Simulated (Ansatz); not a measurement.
# TePdO: the cost of one run

Program: Ansatz 0.2.0. PAW datasets, plane waves, zero pressure. (Calculated; spin-unpolarised; the phase may be known or hypothetical.)

### 1 The system as given

In-plane lattice: a = 3.570 Å, b = 3.570 Å, γ = 120.0°; thickness between the outer nuclei 2.90 Å. Pd has 3 O at 2.52 Å and 3 Te at 2.52 Å; O has 3 Pd at 2.52 Å; Te has 3 Pd at 2.52 Å.

The structure in full:

```
CELL_PARAMETERS angstrom
3.57013 0.00000 0.00000
-1.78507 3.09183 0.00000
0.00000 0.00000 18.00000
ATOMIC_POSITIONS crystal
Pd 0.00000 0.00000 0.50000
O 0.33333 0.66667 0.58059
Te 0.66667 0.33333 0.41941
```
Two periodic directions, a and b.

### 2 Relaxation with PBE

The input, input.yaml:

```yaml
crystal:
  lattice:
    - [3.57013418, 0.0, 0.0]
    - [-1.78506709, 3.0918268948, 0.0]
    - [0.0, 0.0, 18.0]
  atoms:
    - { symbol: Pd, position: [0.0, 0.0, 0.5] }
    - { symbol: O, position: [0.3333333333, 0.6666666667, 0.5805934046] }
    - { symbol: Te, position: [0.6666666667, 0.3333333333, 0.4194065954] }
  periodic: [true, true, false]
kpoints:
  mp_grid: { grid: [12, 12, 1] }
hamiltonian:
  xc: pbe
scf:
  occupations: { method: fermi_dirac, width: 0.02 }
relax:
  f_tol: 0.005
  cell: {}
```

Command:

```
$ ansatz run input.yaml --threads 4 --pin off --max-ram 5529MiB --backend cpu --events-out ev --progress --plain --runs-dir out
```

Q: Estimate wall time and peak memory on 4 threads of Arm Neoverse N1, shared host.

About 66 s, with a peak of 0.65 GiB.
